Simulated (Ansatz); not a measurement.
Born–Oppenheimer molecular dynamics of a periodic cell of 17 atoms, Ba₁₃Sr₄ (surface Ba3Sr(001), adsorbate Ba). It goes on from the last frame of an earlier run, with new velocities.

The calculation used Ansatz, DFT PBEsol, scalar-relativistic, plane waves, PAW. Settings: accuracy low, cutoff 420 eV, k mesh 2x2x1, fermi-dirac smearing 0.05 eV, no spin polarisation.

- ensemble: NVT, Nosé–Hoover chain
- time step: 3 fs
- steps asked: 200
- set temperature: 1000 K
- thermostat: time constant 200 fs, chain length 3
- atoms held: 3, 4, 15, 16
- seed: 5353

Frames 6 fs apart, positions in Å, forces in eV/Å.

Velocities at 450.0 fs (Å/ps):

```
Ba 0.05 -2.74 -0.72
Ba 1.33 3.46 1.75
Ba 0.00 0.00 0.00
Sr 0.00 0.00 0.00
Ba -3.48 3.72 -0.12
Ba -1.57 0.52 2.82
Ba -5.44 -0.54 -0.73
Sr -4.25 -2.15 5.02
Ba 5.21 0.12 5.15
Ba -0.09 2.23 3.58
Ba -2.04 0.07 2.48
Sr 4.71 -4.60 3.57
Ba 0.20 2.88 0.74
Ba 1.94 1.21 -4.16
Ba 0.00 0.00 0.00
Sr 0.00 0.00 0.00
Ba -1.82 -1.49 2.05
```

```xyz
17
Lattice="10.0256 0.0000 0.0000 0.0000 10.0256 0.0000 0.0000 0.0000 20.5192" Properties=species:S:1:pos:R:3:forces:R:3 time_fs=450.0 energy_less_start_eV=0.874 T=1191
Ba 1.512 6.603 8.598 0.05 0.54 -0.05
Ba 1.970 2.543 8.794 0.17 -0.28 -0.04
Ba 5.013 0.000 1.000 -0.07 -0.07 0.21
Sr 0.000 0.000 1.000 0.13 -0.18 0.14
Ba 1.999 2.830 3.610 0.64 -0.46 0.03
Ba 2.527 7.322 3.844 -0.27 0.02 -0.24
Ba 4.462 5.011 6.359 0.45 -0.06 -0.09
Sr -0.490 4.539 5.907 0.11 0.11 0.20
Ba 7.687 7.181 3.888 -0.34 0.22 -0.31
Ba 7.750 2.514 3.080 -0.56 -0.14 0.52
Ba 0.007 -0.084 5.884 -0.09 0.17 0.00
Sr 4.951 -0.217 6.021 -0.26 0.22 -0.16
Ba 6.887 2.555 8.487 0.25 -0.04 0.13
Ba 7.577 7.654 8.225 0.07 -0.08 -0.10
Ba 0.000 5.013 1.000 0.00 0.25 -0.29
Sr 5.013 5.013 1.000 -0.06 0.02 0.20
Ba 5.120 6.115 10.934 -0.23 -0.27 -0.15
17
Lattice="10.0256 0.0000 0.0000 0.0000 10.0256 0.0000 0.0000 0.0000 20.5192" Properties=species:S:1:pos:R:3:forces:R:3 time_fs=456.0 energy_less_start_eV=0.948 T=1148
Ba 1.512 6.587 8.594 0.03 0.57 -0.05
Ba 1.978 2.563 8.804 0.17 -0.32 -0.04
Ba 5.013 0.000 1.000 -0.07 -0.06 0.21
Sr 0.000 0.000 1.000 0.12 -0.16 0.16
Ba 1.979 2.852 3.609 0.64 -0.48 0.05
Ba 2.518 7.325 3.861 -0.28 0.01 -0.25
Ba 4.430 5.008 6.355 0.51 -0.06 -0.08
Sr -0.515 4.526 5.938 0.16 0.12 0.17
Ba 7.718 7.182 3.918 -0.36 0.21 -0.35
Ba 7.749 2.527 3.102 -0.57 -0.17 0.49
Ba -0.005 -0.084 5.899 -0.06 0.21 -0.01
Sr 4.978 -0.244 6.042 -0.30 0.26 -0.18
Ba 6.888 2.573 8.492 0.23 -0.05 0.14
Ba 7.589 7.661 8.200 0.04 -0.12 -0.02
Ba 0.000 5.013 1.000 0.00 0.26 -0.30
Sr 5.013 5.013 1.000 -0.06 0.03 0.21
Ba 5.109 6.106 10.946 -0.20 -0.24 -0.19
17
Lattice="10.0256 0.0000 0.0000 0.0000 10.0256 0.0000 0.0000 0.0000 20.5192" Properties=species:S:1:pos:R:3:forces:R:3 time_fs=462.0 energy_less_start_eV=1.035 T=1100
Ba 1.512 6.573 8.589 0.02 0.61 -0.03
Ba 1.987 2.583 8.814 0.16 -0.36 -0.03
Ba 5.013 0.000 1.000 -0.06 -0.05 0.23
Sr 0.000 0.000 1.000 0.11 -0.15 0.17
Ba 1.961 2.873 3.609 0.63 -0.50 0.07
Ba 2.507 7.328 3.877 -0.27 0.02 -0.27
Ba 4.399 5.004 6.350 0.57 -0.06 -0.07
Sr -0.540 4.514 5.969 0.20 0.10 0.14
Ba 7.748 7.184 3.948 -0.38 0.19 -0.41
Ba 7.746 2.540 3.125 -0.57 -0.19 0.45
Ba -0.017 -0.082 5.914 -0.02 0.25 -0.01
Sr 5.005 -0.270 6.063 -0.34 0.29 -0.19
Ba 6.890 2.590 8.497 0.20 -0.07 0.15
Ba 7.601 7.668 8.175 0.01 -0.16 0.09
Ba 0.000 5.013 1.000 -0.01 0.27 -0.31
Sr 5.013 5.013 1.000 -0.06 0.03 0.22
Ba 5.097 6.096 10.958 -0.18 -0.22 -0.22
17
Lattice="10.0256 0.0000 0.0000 0.0000 10.0256 0.0000 0.0000 0.0000 20.5192" Properties=species:S:1:pos:R:3:forces:R:3 time_fs=468.0 energy_less_start_eV=1.119 T=1048
Ba 1.513 6.560 8.585 -0.01 0.64 -0.04
Ba 1.996 2.602 8.825 0.15 -0.39 -0.02
Ba 5.013 0.000 1.000 -0.06 -0.05 0.23
Sr 0.000 0.000 1.000 0.10 -0.14 0.19
Ba 1.944 2.892 3.608 0.63 -0.52 0.10
Ba 2.496 7.331 3.892 -0.28 0.03 -0.28
Ba 4.370 5.001 6.345 0.62 -0.07 -0.06
Sr -0.563 4.502 6.001 0.25 0.11 0.13
Ba 7.777 7.186 3.977 -0.40 0.16 -0.44
Ba 7.742 2.552 3.150 -0.58 -0.21 0.43
Ba -0.030 -0.081 5.929 0.01 0.28 -0.01
Sr 5.030 -0.295 6.082 -0.38 0.33 -0.21
Ba 6.893 2.607 8.502 0.18 -0.08 0.15
Ba 7.613 7.674 8.150 0.01 -0.21 0.17
Ba 0.000 5.013 1.000 -0.03 0.29 -0.32
Sr 5.013 5.013 1.000 -0.07 0.03 0.23
Ba 5.085 6.085 10.969 -0.16 -0.21 -0.25
17
Lattice="10.0256 0.0000 0.0000 0.0000 10.0256 0.0000 0.0000 0.0000 20.5192" Properties=species:S:1:pos:R:3:forces:R:3 time_fs=474.0 energy_less_start_eV=1.213 T=993
Ba 1.513 6.549 8.580 -0.03 0.66 -0.03
Ba 2.006 2.619 8.835 0.14 -0.42 -0.01
Ba 5.013 0.000 1.000 -0.06 -0.05 0.24
Sr 0.000 0.000 1.000 0.09 -0.13 0.20
Ba 1.929 2.910 3.608 0.62 -0.53 0.12
Ba 2.484 7.335 3.907 -0.27 0.04 -0.29
Ba 4.342 4.997 6.340 0.67 -0.07 -0.05
Sr -0.586 4.490 6.033 0.29 0.11 0.10
Ba 7.805 7.188 4.004 -0.41 0.14 -0.48
Ba 7.736 2.564 3.176 -0.58 -0.23 0.40
Ba -0.043 -0.078 5.944 0.04 0.32 -0.01
Sr 5.054 -0.319 6.101 -0.41 0.36 -0.23
Ba 6.896 2.623 8.508 0.15 -0.09 0.16
Ba 7.625 7.680 8.125 -0.01 -0.25 0.25
Ba 0.000 5.013 1.000 -0.04 0.30 -0.33
Sr 5.013 5.013 1.000 -0.07 0.05 0.24
Ba 5.072 6.074 10.979 -0.13 -0.19 -0.27
17
Lattice="10.0256 0.0000 0.0000 0.0000 10.0256 0.0000 0.0000 0.0000 20.5192" Properties=species:S:1:pos:R:3:forces:R:3 time_fs=480.0 energy_less_start_eV=1.309 T=937
Ba 1.514 6.540 8.575 -0.04 0.69 -0.02
Ba 2.015 2.636 8.845 0.13 -0.46 -0.01
Ba 5.013 0.000 1.000 -0.05 -0.05 0.25
Sr 0.000 0.000 1.000 0.08 -0.12 0.21
Ba 1.915 2.926 3.609 0.61 -0.55 0.13
Ba 2.471 7.338 3.921 -0.27 0.05 -0.31
Ba 4.316 4.993 6.335 0.72 -0.07 -0.05
Sr -0.608 4.480 6.066 0.33 0.11 0.06
Ba 7.832 7.191 4.030 -0.43 0.11 -0.53
Ba 7.729 2.575 3.202 -0.58 -0.25 0.36
Ba -0.055 -0.075 5.959 0.08 0.35 -0.01
Sr 5.076 -0.341 6.119 -0.45 0.39 -0.25
Ba 6.899 2.640 8.514 0.12 -0.11 0.18
Ba 7.637 7.685 8.101 -0.02 -0.29 0.34
Ba 0.000 5.013 1.000 -0.06 0.31 -0.33
Sr 5.013 5.013 1.000 -0.07 0.05 0.25
Ba 5.059 6.063 10.989 -0.11 -0.18 -0.30
17
Lattice="10.0256 0.0000 0.0000 0.0000 10.0256 0.0000 0.0000 0.0000 20.5192" Properties=species:S:1:pos:R:3:forces:R:3 time_fs=486.0 energy_less_start_eV=1.408 T=880
Ba 1.514 6.532 8.570 -0.06 0.71 -0.02
Ba 2.025 2.652 8.855 0.12 -0.48 0.00
Ba 5.013 0.000 1.000 -0.05 -0.05 0.25
Sr 0.000 0.000 1.000 0.08 -0.11 0.22
Ba 1.903 2.942 3.609 0.61 -0.56 0.15
Ba 2.458 7.341 3.934 -0.27 0.06 -0.32
Ba 4.292 4.989 6.330 0.76 -0.06 -0.04
Sr -0.629 4.469 6.099 0.38 0.11 0.04
Ba 7.858 7.194 4.056 -0.44 0.09 -0.57
Ba 7.721 2.586 3.230 -0.58 -0.26 0.33
Ba -0.068 -0.070 5.973 0.11 0.38 -0.01
Sr 5.096 -0.362 6.136 -0.49 0.42 -0.26
Ba 6.903 2.656 8.521 0.09 -0.12 0.19
Ba 7.649 7.690 8.078 -0.03 -0.33 0.42
Ba 0.000 5.013 1.000 -0.07 0.32 -0.34
Sr 5.013 5.013 1.000 -0.08 0.06 0.26
Ba 5.046 6.051 10.998 -0.10 -0.16 -0.32
17
Lattice="10.0256 0.0000 0.0000 0.0000 10.0256 0.0000 0.0000 0.0000 20.5192" Properties=species:S:1:pos:R:3:forces:R:3 time_fs=492.0 energy_less_start_eV=1.501 T=824
Ba 1.514 6.526 8.566 -0.06 0.73 -0.01
Ba 2.036 2.666 8.866 0.11 -0.51 0.01
Ba 5.013 0.000 1.000 -0.05 -0.04 0.26
Sr 0.000 0.000 1.000 0.07 -0.09 0.24
Ba 1.892 2.955 3.610 0.59 -0.58 0.17
Ba 2.444 7.345 3.946 -0.26 0.07 -0.32
Ba 4.269 4.984 6.324 0.80 -0.07 -0.04
Sr -0.647 4.459 6.132 0.42 0.10 -0.01
Ba 7.883 7.197 4.079 -0.44 0.06 -0.61
Ba 7.711 2.595 3.258 -0.58 -0.27 0.30
Ba -0.080 -0.065 5.988 0.15 0.42 -0.02
Sr 5.115 -0.381 6.152 -0.52 0.45 -0.28
Ba 6.907 2.672 8.528 0.06 -0.14 0.20
Ba 7.660 7.693 8.056 -0.04 -0.36 0.50
Ba 0.000 5.013 1.000 -0.08 0.31 -0.34
Sr 5.013 5.013 1.000 -0.08 0.06 0.27
Ba 5.033 6.038 11.007 -0.08 -0.15 -0.33
17
Lattice="10.0256 0.0000 0.0000 0.0000 10.0256 0.0000 0.0000 0.0000 20.5192" Properties=species:S:1:pos:R:3:forces:R:3 time_fs=498.0 energy_less_start_eV=1.598 T=771
Ba 1.514 6.522 8.561 -0.06 0.75 0.00
Ba 2.046 2.679 8.876 0.11 -0.54 0.02
Ba 5.013 0.000 1.000 -0.05 -0.04 0.27
Sr 0.000 0.000 1.000 0.06 -0.08 0.25
Ba 1.883 2.968 3.611 0.57 -0.59 0.18
Ba 2.429 7.349 3.958 -0.24 0.08 -0.33
Ba 4.249 4.980 6.319 0.84 -0.07 -0.03
Sr -0.665 4.449 6.165 0.45 0.09 -0.05
Ba 7.907 7.200 4.101 -0.46 0.03 -0.66
Ba 7.699 2.605 3.288 -0.57 -0.28 0.26
Ba -0.091 -0.059 6.003 0.19 0.46 -0.02
Sr 5.131 -0.398 6.167 -0.56 0.48 -0.29
Ba 6.911 2.688 8.535 0.02 -0.16 0.22
Ba 7.672 7.696 8.036 -0.06 -0.39 0.59
Ba 0.000 5.013 1.000 -0.10 0.31 -0.34
Sr 5.013 5.013 1.000 -0.08 0.06 0.28
Ba 5.019 6.025 11.014 -0.06 -0.13 -0.35
17
Lattice="10.0256 0.0000 0.0000 0.0000 10.0256 0.0000 0.0000 0.0000 20.5192" Properties=species:S:1:pos:R:3:forces:R:3 time_fs=504.0 energy_less_start_eV=1.680 T=721
Ba 1.514 6.519 8.556 -0.07 0.76 0.00
Ba 2.057 2.691 8.886 0.10 -0.55 0.03
Ba 5.013 0.000 1.000 -0.04 -0.04 0.28
Sr 0.000 0.000 1.000 0.05 -0.07 0.26
Ba 1.875 2.979 3.613 0.56 -0.60 0.20
Ba 2.414 7.353 3.968 -0.24 0.09 -0.33
Ba 4.231 4.975 6.313 0.87 -0.07 -0.02
Sr -0.680 4.440 6.198 0.49 0.09 -0.09
Ba 7.929 7.204 4.122 -0.46 0.01 -0.68
Ba 7.686 2.613 3.318 -0.56 -0.29 0.24
Ba -0.102 -0.051 6.018 0.21 0.48 -0.03
Sr 5.146 -0.414 6.181 -0.59 0.50 -0.30
Ba 6.916 2.703 8.543 -0.01 -0.17 0.23
Ba 7.684 7.698 8.017 -0.07 -0.41 0.65
Ba 0.000 5.013 1.000 -0.11 0.31 -0.34
Sr 5.013 5.013 1.000 -0.08 0.07 0.28
Ba 5.005 6.012 11.021 -0.05 -0.12 -0.36
17
Lattice="10.0256 0.0000 0.0000 0.0000 10.0256 0.0000 0.0000 0.0000 20.5192" Properties=species:S:1:pos:R:3:forces:R:3 time_fs=510.0 energy_less_start_eV=1.755 T=676
Ba 1.514 6.519 8.551 -0.08 0.77 0.00
Ba 2.069 2.701 8.896 0.09 -0.56 0.04
Ba 5.013 0.000 1.000 -0.04 -0.03 0.28
Sr 0.000 0.000 1.000 0.04 -0.06 0.28
Ba 1.869 2.988 3.616 0.54 -0.60 0.21
Ba 2.398 7.357 3.978 -0.23 0.10 -0.33
Ba 4.214 4.970 6.308 0.89 -0.06 -0.02
Sr -0.694 4.431 6.231 0.53 0.10 -0.13
Ba 7.951 7.207 4.140 -0.46 -0.01 -0.70
Ba 7.672 2.621 3.348 -0.55 -0.29 0.21
Ba -0.113 -0.043 6.032 0.23 0.49 -0.03
Sr 5.157 -0.427 6.193 -0.60 0.51 -0.30
Ba 6.920 2.718 8.552 -0.04 -0.19 0.24
Ba 7.695 7.699 7.999 -0.08 -0.42 0.69
Ba 0.000 5.013 1.000 -0.12 0.31 -0.34
Sr 5.013 5.013 1.000 -0.08 0.07 0.29
Ba 4.991 5.999 11.026 -0.03 -0.11 -0.37
17
Lattice="10.0256 0.0000 0.0000 0.0000 10.0256 0.0000 0.0000 0.0000 20.5192" Properties=species:S:1:pos:R:3:forces:R:3 time_fs=516.0 energy_less_start_eV=1.822 T=638
Ba 1.513 6.521 8.546 -0.08 0.78 0.00
Ba 2.080 2.710 8.907 0.08 -0.57 0.04
Ba 5.013 0.000 1.000 -0.04 -0.03 0.28
Sr 0.000 0.000 1.000 0.03 -0.05 0.29
Ba 1.864 2.996 3.619 0.53 -0.61 0.22
Ba 2.382 7.362 3.987 -0.21 0.10 -0.33
Ba 4.201 4.965 6.302 0.91 -0.06 -0.01
Sr -0.706 4.422 6.263 0.56 0.10 -0.18
Ba 7.971 7.211 4.157 -0.46 -0.03 -0.71
Ba 7.656 2.628 3.379 -0.54 -0.29 0.18
Ba -0.123 -0.033 6.047 0.25 0.50 -0.03
Sr 5.167 -0.439 6.205 -0.62 0.53 -0.30
Ba 6.924 2.732 8.561 -0.07 -0.21 0.25
Ba 7.706 7.699 7.983 -0.09 -0.43 0.74
Ba 0.000 5.013 1.000 -0.13 0.31 -0.34
Sr 5.013 5.013 1.000 -0.08 0.08 0.29
Ba 4.977 5.985 11.031 -0.02 -0.10 -0.38
```

Of the whole run (600 fs, mean temperature of the second half 922 K): The conserved energy stayed within 0.36 meV per atom of its start (net change -0.11 meV per atom), so the integration is sound. A run of 0.6 ps of so small a system gives no equilibrium averages. The SCF threshold is loose, so the forces are noisy. Limits of this set-up: coarse k mesh, thin slab, slab without dipole correction, low accuracy level.

Run time: 48 min on 4 threads of Arm Neoverse N1, with other jobs on the host, peak memory 4.9 GiB.
